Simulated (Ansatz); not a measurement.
# GaSiH₅ (built from SMILES [SiH3][GaH2]): single points off equilibrium

An exercise on one series of results from a longer session: the logs are not shown, and one member is left open.

The runs use Ansatz 0.2.0, Gaussian basis; single points in def2-TZVPP.

Cores are frozen in the correlated methods. Filled d shells of the heavier atoms are correlated.

## Starting geometry

7 atoms, charge 0, spin multiplicity 1.

Atoms are counted from 1 here; the program's logs count them from 0.

Bond lengths: Si2–H5 1.413 Å, Si2–H6 1.656 Å, Si2–H7 1.568 Å. Angles: H5–Si2–H6 108.8°, H5–Si2–H7 109.1°, H6–Si2–H7 101.8°.

As a file:

| atom | x (Å) | y (Å) | z (Å) |
| --- | --- | --- | --- |
| Ga1 | -1.0106 | -0.6378 | 1.6237 |
| Si2 | 0.7594 | 0.3632 | -0.3693 |
| H3 | -0.8989 | -0.5933 | -0.5299 |
| H4 | -2.3910 | -1.4184 | 0.3884 |
| H5 | 1.8355 | -0.2358 | 0.3242 |
| H6 | 0.4914 | 1.8714 | 0.2611 |
| H7 | 1.2177 | 0.7036 | -1.8299 |

Set-up of the first run:

Input file run/in.yaml:

```yaml
crystal:
  periodic: [false, false, false]
  atoms:
    - {symbol: Ga, position_ang: [-1.010600, -0.637800, 1.623700]}
    - {symbol: Si, position_ang: [0.759400, 0.363200, -0.369300]}
    - {symbol: H, position_ang: [-0.898900, -0.593300, -0.529900]}
    - {symbol: H, position_ang: [-2.391000, -1.418400, 0.388400]}
    - {symbol: H, position_ang: [1.835500, -0.235800, 0.324200]}
    - {symbol: H, position_ang: [0.491400, 1.871400, 0.261100]}
    - {symbol: H, position_ang: [1.217700, 0.703600, -1.829900]}
basis:
  gaussian: {orbitals: def2-TZVPP}
correlation: {method: ccsd_t}
output: {forces: true}
```

The command line of these runs was not kept.

Steps of the session up to this table: CCSD(T)/def2-TZVPP; PBE0-D4/def2-TZVPP; wB97M-V/def2-TZVPP; r2SCAN-D4/def2-TZVPP; PBE-D4/def2-TZVPP; r2SCANh-D4/def2-TZVPP; revPBE-D4/def2-TZVPP.

One table of the session follows, with a row left open; its other results are not shown here.

```
    method  RMS force component (eV/Å)  angle to CCSD(T) forces (°)  dipole (D)
   CCSD(T)                       1.258                    reference        1.51
   PBE0-D4                           ?                            ?           ?
   wB97M-V                       1.266                          1.8        1.71
 r2SCAN-D4                       1.194                          5.0        1.50
    PBE-D4                       1.113                          7.9        1.48
r2SCANh-D4                       1.215                          4.0        1.52
 revPBE-D4                       1.061                         10.0        1.51
```

Estimate the missing values for PBE0-D4.

**Answer.** RMS force component (eV/Å): 1.197; angle to CCSD(T) forces (°): 3.6; dipole (D): 1.55. In the column «RMS force component (eV/Å)» it lies between r2SCAN-D4 (1.194) and r2SCANh-D4 (1.215).
